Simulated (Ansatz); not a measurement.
# C3H12GaP: up Jacob's ladder to CCSD(T)

An exercise on one series of results from a longer session: the logs are not shown, and one member is left open.

The runs use Ansatz 0.2.0, Gaussian basis; functionals in def2-TZVPP, the program's frozen cores in correlated methods.

Plan: LDA (SPW92), PBE-D4, revPBE-D4, BLYP-D4, r2SCAN-D4, B97M-V, PBE0-D4, B3LYP-D4, r2SCANh-D4, r2SCAN0-D4, HSE06-D4, BHLYP-D4, CAM-B3LYP-D4, LC-ωPBE, ωB97X-V, ωB97M-V, B2PLYP, PBE-QIDH; CCSD(T)/def2-SVP; MP2/def2-TZVPP; MP2/def2-QZVPP; RPA on PBE.

### The geometry

The geometry comes from an earlier relaxation with PBE0-D4 in a triple-zeta def2 set; it is a stationary point, not always the lowest conformer.

SMILES `[CH3][Ga-]([CH3])([CH3])[PH3+]`, 17 atoms, charge 0, spin multiplicity 1.

Atoms are counted from 1 here; the program's logs count them from 0.

Bond lengths: C1–Ga2 1.992 Å, C1–H6 1.095 Å, C1–H7 1.093 Å, C1–H8 1.093 Å, Ga2–C3 1.992 Å, Ga2–C4 1.992 Å, Ga2–P5 2.653 Å, C3–H9 1.093 Å, C3–H10 1.093 Å, C3–H11 1.095 Å, C4–H12 1.093 Å, C4–H13 1.095 Å, C4–H14 1.093 Å, P5–H15 1.413 Å, P5–H16 1.413 Å, P5–H17 1.412 Å. Angles: Ga2–C1–H6 109.3°, Ga2–C1–H7 112.3°, Ga2–C1–H8 112.3°, H6–C1–H7 107.2°, H6–C1–H8 107.2°, H7–C1–H8 108.4°, C1–Ga2–C3 118.5°, C1–Ga2–C4 118.5°, C1–Ga2–P5 97.2°, C3–Ga2–C4 118.5°, C3–Ga2–P5 97.0°, C4–Ga2–P5 97.3°, Ga2–C3–H9 112.3°, Ga2–C3–H10 112.3°, Ga2–C3–H11 109.3°, H9–C3–H10 108.4°, H9–C3–H11 107.2°, H10–C3–H11 107.2° and more.

Coordinates:

```
C    -0.45639    1.01517   -1.81089
Ga    0.36350   -0.10101   -0.37976
C     1.94006    0.62067    0.60038
C     0.11471   -2.07549   -0.45478
P    -1.44026    0.39317    1.50167
H     0.15447    0.94706   -2.71659
H    -0.50770    2.07124   -1.53445
H    -1.46218    0.67813   -2.07382
H     1.83018    1.68199    0.83688
H     2.13413    0.07858    1.52926
H     2.83222    0.51977   -0.02568
H     0.33520   -2.55727    0.50106
H     0.80067   -2.49821   -1.19563
H    -0.89812   -2.35419   -0.75608
H    -2.53858    1.23870    1.22965
H    -2.17601   -0.66589    2.07816
H    -1.04482    1.00717    2.71071
```

The first run:

The input, in.yaml:

```yaml
crystal:
  periodic: [false, false, false]
  atoms:
    - {symbol: C, position_ang: [-0.456394, 1.015169, -1.810885]}
    - {symbol: Ga, position_ang: [0.363499, -0.101007, -0.379755]}
    - {symbol: C, position_ang: [1.940063, 0.620673, 0.600382]}
    - {symbol: C, position_ang: [0.114713, -2.075487, -0.454778]}
    - {symbol: P, position_ang: [-1.440262, 0.393167, 1.501665]}
    - {symbol: H, position_ang: [0.154473, 0.947062, -2.716586]}
    - {symbol: H, position_ang: [-0.507696, 2.071235, -1.534450]}
    - {symbol: H, position_ang: [-1.462182, 0.678127, -2.073817]}
    - {symbol: H, position_ang: [1.830181, 1.681989, 0.836879]}
    - {symbol: H, position_ang: [2.134129, 0.078580, 1.529258]}
    - {symbol: H, position_ang: [2.832223, 0.519766, -0.025679]}
    - {symbol: H, position_ang: [0.335205, -2.557266, 0.501064]}
    - {symbol: H, position_ang: [0.800674, -2.498205, -1.195634]}
    - {symbol: H, position_ang: [-0.898118, -2.354192, -0.756077]}
    - {symbol: H, position_ang: [-2.538581, 1.238705, 1.229652]}
    - {symbol: H, position_ang: [-2.176011, -0.665886, 2.078155]}
    - {symbol: H, position_ang: [-1.044819, 1.007170, 2.710706]}
basis:
  gaussian: {orbitals: def2-TZVPP}
hamiltonian: {xc: lda}
output: {orbitals: {seedname: orbitals}}
```

Started as:

```sh
$ ansatz run in.yaml --threads 4 --pin off --events-out ev --progress --plain --max-ram 11315MiB
```

Among the steps run: LDA; PBE-D4 (GGA); revPBE-D4 (GGA); BLYP-D4 (GGA); r2SCAN-D4 (meta-GGA); B97M-V (meta-GGA); B3LYP-D4 (hybrid); r2SCANh-D4 (hybrid); r2SCAN0-D4 (hybrid); HSE06-D4 (hybrid); BHLYP-D4 (hybrid); CAM-B3LYP-D4 (range-separated); LC-ωPBE (range-separated); ωB97X-V (range-separated); ωB97M-V (range-separated); B2PLYP (double hybrid); PBE-QIDH (double hybrid).

One of the session's tables, all rows but one given; the rest of the session is left out.

It belongs to the step «Frontier levels by functional». 

```
  functional  HOMO (eV)  gap (eV)
 LDA (SPW92)          ?         ?
      PBE-D4      -5.77      4.85
   revPBE-D4      -5.71      4.86
     BLYP-D4      -5.64      4.83
   r2SCAN-D4      -6.00      5.34
      B97M-V      -6.07      5.23
     PBE0-D4      -6.97      6.94
    B3LYP-D4      -6.76      6.50
  r2SCANh-D4      -6.45      6.10
  r2SCAN0-D4      -7.13      7.25
    HSE06-D4      -6.57      6.16
    BHLYP-D4      -8.08      8.98
CAM-B3LYP-D4      -8.32      9.36
     LC-ωPBE      -9.67     11.89
     ωB97X-V      -9.31     11.36
     ωB97M-V      -9.21     11.02
```

Q: Estimate the row for LDA (SPW92) from the others.

As computed: HOMO (eV): -5.93; gap (eV): 4.87. In the column «HOMO (eV)» it lies between r2SCAN-D4 (-6.00) and PBE-D4 (-5.77).
